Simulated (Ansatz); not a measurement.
Predict the output of the script below (the Ansatz DFT code, driven from Python).

`methods_ch6clgep.py`
```python
"""CH6ClGeP at several levels of theory."""

from pathlib import Path

import ansatz as az
import numpy as np


def main() -> None:
    ch6clgep = (
        az.Crystal.molecule()
        .atom("P", [2.1558, -0.034, -0.2624])
        .atom("Ge", [0.0502, -0.9221, -0.3038])
        .atom("C", [-1.2233, 0.3687, 0.4])
        .atom("Cl", [-1.3041, 1.7786, -0.6804])
        .atom("H", [1.7585, 1.1972, -0.9224])
        .atom("H", [2.0027, 0.5062, 1.0774])
        .atom("H", [0.0184, -2.1978, 0.5756])
        .atom("H", [-0.3328, -1.2883, -1.7603])
        .atom("H", [-2.2255, -0.102, 0.466])
        .atom("H", [-0.8999, 0.6933, 1.4103])
    )

    base = ch6clgep.calculation().basis(gaussian="def2-SVP")

    print("functional    E (Ha)        dipole (D)   HOMO (eV)  LUMO (eV)")
    for name in ["revpbe", "hse06", "hf", "r2scan0"]:
        report = base.functional(name).forces().orbitals().run(runs_dir="runs").report
        lines = Path(report["orbitals_path"]).read_text().splitlines()
        field_of = lambda key: [line.split("=")[1].strip() for line in lines if line.startswith(key)]
        orbitals = [(27.211386 * float(e), s, float(n)) for e, s, n in zip(field_of("Ene="), field_of("Spin="), field_of("Occup="))]
        homo = max(e for e, _, n in orbitals if n > 0.5)
        lumo = min(e for e, _, n in orbitals if n < 0.5)
        dipole = 4.803205 * np.linalg.norm(report["charge_distribution"]["dipole_moment_e_ang"])
        print(f"{name:10s} {report['free_energy_ev'] / 27.211386246:14.6f} {dipole:9.3f} {homo:11.3f} {lumo:10.3f}")


if __name__ == "__main__":
    main()
```

```console
$ python methods_ch6clgep.py
functional    E (Ha)        dipole (D)   HOMO (eV)  LUMO (eV)
revpbe       -2919.397612     1.582      -6.186     -0.323
hse06        -2919.113691     1.663      -6.993      0.172
hf           -2916.412103     1.824      -9.973      3.863
r2scan0      -2919.608081     1.732      -7.570      0.690
```

Total energies depend on the basis set; only differences at equal settings carry meaning. The geometry is a force-field or estimated start, not a minimum of this method, and the basis set is short of its limit. A lower total doesn't mark the better method: functionals have no common bound, and MP2 and coupled cluster aren't variational. Levels such as HOMO and LUMO are orbital energies: with these approximate functionals they aren't the ionisation energy and electron affinity, and their gap isn't the fundamental gap. hse06 follows the composition of plane-wave codes, whose totals differ by tens of mHa, up to about 0.1 Ha, from the form usual in Gaussian-basis programs (wpbeh). The whole script took 28 s on 1 thread of Arm Neoverse V1, on a shared host, peak memory 0.35 GiB.
